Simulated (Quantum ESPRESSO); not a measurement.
# SiF: zone-centre phonons under several settings

```
Si F
1.0
     1.33860    0.77284    3.89831
    -1.33860    0.77284    3.89831
     0.00000   -1.54568    3.89831
Si F
1 1
Direct
  0.50000 0.50000 0.50000
  0.00000 0.00000 0.00000
```

The cell was built by a generator and needn't be a form met in nature.

All runs used Quantum ESPRESSO 7.5; potentials GBRV 1.5 LDA; k mesh 8 × 8 × 8, shifted; no spin polarisation; cutoff 612 eV; occupations fermi-dirac, width 0.05 eV.

| level | geometry | volume (Å³/atom) | pressure (GPa) | lowest optical mode without the field (cm⁻¹) | highest optical mode without the field (cm⁻¹) |
| --- | --- | --- | --- | --- | --- |
| LDA | relaxed at 0 GPa | 11.25 | 0.0 | 243i | 210i |
| LDA | relaxed at 5 GPa | 10.69 | 5.0 | 224i | 216i |
| LDA | relaxed at 10 GPa | 10.28 | 10.0 | 221i | 203i |
| LDA | relaxed at 20 GPa | ? | 20.0 | ? | ? |
| LDA | relaxed at 40 GPa | 8.79 | 40.0 | 251i | 107 |

Task: What stands in the row left open?

Result: Volume 9.66 Å³/atom; lowest optical mode without the field 233i cm⁻¹; highest optical mode without the field 154i cm⁻¹.

Values marked i are imaginary: the cell is unstable against those modes at that level, or the meshes are too thin.

Caveats: some modes are imaginary; an odd number of electrons without spin polarisation forces a metal; a magnetic or distorted state may lie lower; the cell is more than 3 GPa from zero pressure, which shifts response properties (some runs); the volume moved by over 15 % at a fixed basis, so the end points are rough (some runs).

For the row left open. Caveat: the k mesh is coarse; some modes are imaginary; the volume moved by over 15 % at a fixed basis, so the end points are rough; the cell is more than 3 GPa from zero pressure, which shifts response properties; an odd number of electrons without spin polarisation forces a metal; a magnetic or distorted state may lie lower.
